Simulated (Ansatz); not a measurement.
# CH4MgO2: the cost of one run

Method: unrestricted cation, the program's frozen cores in correlated methods; program: Ansatz 0.2.0, Gaussian basis.

Plan: UKS PBE-D4/def2-TZVPP; UKS r2SCAN-D4/def2-TZVPP; UKS PBE0-D4/def2-TZVPP; UKS B3LYP-D4/def2-TZVPP; UKS wB97X-V/def2-TZVPP; UKS wB97M-V/def2-TZVPP; UKS B2PLYP/def2-TZVPP; UHF-CCSD(T)/def2-TZVPP; UHF-MP2/def2-QZVPP; extrapolation to the limit; then −ε(HOMO) from the neutral's earlier runs with LDA (SPW92), PBE-D4, revPBE-D4, BLYP-D4, r2SCAN-D4, B97M-V, PBE0-D4, B3LYP-D4, r2SCANh-D4, r2SCAN0-D4, HSE06-D4, BHLYP-D4, CAM-B3LYP-D4, LC-ωPBE, ωB97X-V, ωB97M-V.

## Step 1: The relaxed structure

An earlier PBE0-D4 in a triple-zeta def2 set relaxation fixed the geometry.

SMILES `C[O][Mg][OH]`, 8 atoms, charge 0, spin multiplicity 1.

Atoms are counted from 1 here; the program's logs count them from 0.

Bond lengths: C1–O2 1.376 Å, C1–H5 1.100 Å, C1–H6 1.100 Å, C1–H7 1.100 Å, O2–Mg3 1.757 Å, Mg3–O4 1.765 Å, O4–H8 0.948 Å. Angles: O2–C1–H5 111.8°, O2–C1–H6 111.8°, O2–C1–H7 111.8°, H5–C1–H6 107.1°, H5–C1–H7 107.1°, H6–C1–H7 107.1°, C1–O2–Mg3 179.6°, O2–Mg3–O4 177.4°, Mg3–O4–H8 155.9°.

## Step 2: Cation, UKS PBE-D4/def2-TZVPP

in.yaml

```yaml
crystal:
  periodic: [false, false, false]
  atoms:
    - {symbol: C, position_ang: [0.070604, 1.600991, -0.681751]}
    - {symbol: O, position_ang: [0.035432, 0.333002, -0.149478]}
    - {symbol: Mg, position_ang: [0.003427, -1.286825, 0.530685]}
    - {symbol: O, position_ang: [0.051142, -2.913331, 1.215080]}
    - {symbol: H, position_ang: [1.101311, 1.966116, -0.799227]}
    - {symbol: H, position_ang: [-0.457764, 2.325634, -0.045156]}
    - {symbol: H, position_ang: [-0.400605, 1.640004, -1.674712]}
    - {symbol: H, position_ang: [-0.311447, -3.722690, 1.548757]}
basis:
  gaussian: {orbitals: def2-TZVPP}
total_charge: 1
magnetization: {spin_polarized: true, initial_magnetization: 1}
hamiltonian: {xc: pbe, dispersion: d4}
```

Launch:

```sh
ansatz run in.yaml --threads 2 --pin off --events-out ev --progress --plain --max-ram 22528MiB --backend cpu
```

Q: Estimate wall time and peak memory on 2 threads of AMD EPYC 7R13, shared host.

About 27 s, with a peak of 0.44 GiB.
